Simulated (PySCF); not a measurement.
# C4H11N2PSi: magnetic properties

Computed with PySCF 2.14.0 and routines of our own; the level stands in each step. Atoms count from 0.

## 1. The starting structure

19 atoms, charge 0, multiplicity 1; geometry from: GFN2-xTB.

## 2. Magnetic properties: GIAO PBE0/pcSseg-1

What the job is given:

```
{"job": {"kind": "mag", "xc": "PBE0", "basis": "pcSseg-1", "isotopologues": 2}, "charge": 0, "multiplicity": 1}
N      0.115104     1.672831     1.566061
P      0.331936     0.594212     0.289524
N      1.768160     0.714608    -0.314778
Si     2.495875    -0.205385    -1.571648
C     -1.154811     0.825214    -0.725347
C     -2.073238    -0.089399    -0.450315
C     -1.785356    -1.061066     0.655151
C     -0.289511    -1.011700     0.969509
H      0.919654     1.623792     2.185223
H      0.041536     2.623563     1.217744
H      1.573626    -1.069160    -2.326372
H      3.520850    -1.060550    -0.963138
H      3.093663     0.768675    -2.485074
H     -1.231201     1.574287    -1.496467
H     -3.030006    -0.154369    -0.949203
H     -2.373472    -0.767643     1.529265
H     -2.103924    -2.066926     0.371854
H      0.247650    -1.811287     0.454745
H     -0.076339    -1.090446     2.035805
```

Method: GIAO PBE0/pcSseg-1 magnetisability, rotational g tensor and spin-rotation constants, non-relativistic, gas phase.

The run is started by

```sh
> OMP_NUM_THREADS=1 python excited_run.py task.json out
```

One launch serves the whole session: the jobs run in the order shown.

**Question.** How long does this first job take on 1 thread of Arm Neoverse V2, shared host, and how much memory does it need?

About 39 s, with a peak of 0.93 GiB.
